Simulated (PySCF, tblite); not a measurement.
**C₅H₉AlFN: geometry, infrared bands and NMR shifts**

Aim: predict the infrared bands and NMR shifts of C₅H₉AlFN (`C=C[C@H](C)C#[N+][AlH2-][F]`).

Programs: tblite 0.8.0 and PySCF 2.14.0, with density-fitted response routines of our own. Each step states its level of theory. These are calculated values for one molecule in the gas phase, unless marked as measured. Atoms count from 0, in the outputs and in this text.

## (1) Starting geometry

17 atoms, charge 0, multiplicity 1; geometry from: force field or distance geometry start.

Bonds of the start (Å): C0–C1 1.34, C1–C2 1.48, C2–C3 1.55, C2–C4 1.47, C4–N5 1.15, N5–Al6 1.88, Al6–F7 1.82, C0–H8 1.08, C0–H9 1.08, C1–H10 1.09, C2–H11 1.09, C3–H12 1.09, C3–H13 1.09, C3–H14 1.10, Al6–H15 1.58, Al6–H16 1.60.

## (2) Relaxing the molecule with GFN2-xTB

Job settings and geometry (Å):

```
{"job": {"kind": "relax", "xc": "GFN2-xTB", "basis": "xTB"}, "charge": 0, "multiplicity": 1}
C     -1.270600    -1.762400     0.052600
C     -1.846300    -0.599800     0.388200
C     -1.088400     0.612300     0.757400
C     -1.433600     1.770400    -0.208000
C      0.332200     0.251400     0.646100
N      1.451500    -0.016600     0.557800
Al     3.283900    -0.435500     0.416200
F      4.040800    -0.559500     2.064100
H     -0.202400    -1.917500     0.002800
H     -1.925800    -2.593100    -0.184200
H     -2.934400    -0.561900     0.415700
H     -1.345000     0.938500     1.768900
H     -0.622300     1.850400    -0.928000
H     -1.488400     2.696700     0.367700
H     -2.377700     1.515800    -0.717500
H      3.371700    -1.845800    -0.299200
H      4.047800     0.668700    -0.460900
```

Command:

```bash
> OMP_NUM_THREADS=1 python probes_run.py task.json out
```

The driver reads the jobs from task.json and runs them one after another.

**Question.** This job is followed by: GFN2-xTB harmonic vibrations, gas phase; GIAO PBE0/pcSseg-1 NMR shielding, non-relativistic, gas phase. What will the session give for the following? strongest single infrared mode (GFN2-xTB); zero-point energy (GFN2-xTB); ¹³C shifts against TMS (PBE0/pcSseg-1); ¹H shifts against TMS (PBE0/pcSseg-1, means over atoms taken as alike); ¹⁵N shifts against NH3 (PBE0/pcSseg-1); ²⁷Al shifts against AlH4- (PBE0/pcSseg-1); ¹⁹F shifts against CFCl3 (PBE0/pcSseg-1); surface potential, 1st and 99th percentile.

The runs gave:

```
                                                              quantity                                         value
                             strongest single infrared mode (GFN2-xTB)                          647 cm⁻¹, 481 km/mol
                                          zero-point energy (GFN2-xTB)                                 76.0 kcal/mol
                                ¹³C shifts against TMS (PBE0/pcSseg-1)           142.5, 136.7, 130.9, 30.2, 21.3 ppm
¹H shifts against TMS (PBE0/pcSseg-1, means over atoms taken as alike)  6.71, 6.05, 5.78, 4.47, 3.78, 3.57, 1.57 ppm
                                ¹⁵N shifts against NH3 (PBE0/pcSseg-1)                                     251.3 ppm
                             ²⁷Al shifts against AlH4- (PBE0/pcSseg-1)                                      47.1 ppm
                              ¹⁹F shifts against CFCl3 (PBE0/pcSseg-1)                                    -196.3 ppm
                                 surface potential, 1st and 99th percentile                            -2.02 V and 1.85 V
```

What this shows: The optimisation took 189 steps and gained 0.833 eV; among the close pairs (by a distance rule), Al6–F7 changed most, from 1.818 to 1.665 Å. All 45 modes are real, so the xTB geometry is a minimum. The strongest single mode, at 647 cm⁻¹, moves mainly H15 and H16. Unscaled tight-binding wavenumbers are off by several per cent, some by more. Its intensities can rank the bands wrongly. At PBE0/pcSseg-1: The widest tensor belongs to N5: span 423 ppm, with a paramagnetic part of -322 ppm. At PBE0/pcSseg-1, counted by nearest atom on the grid, the HOMO lies on H15, H16 about 42 % each; Al6 8 %, the LUMO on C4 40 %; N5 30 %.
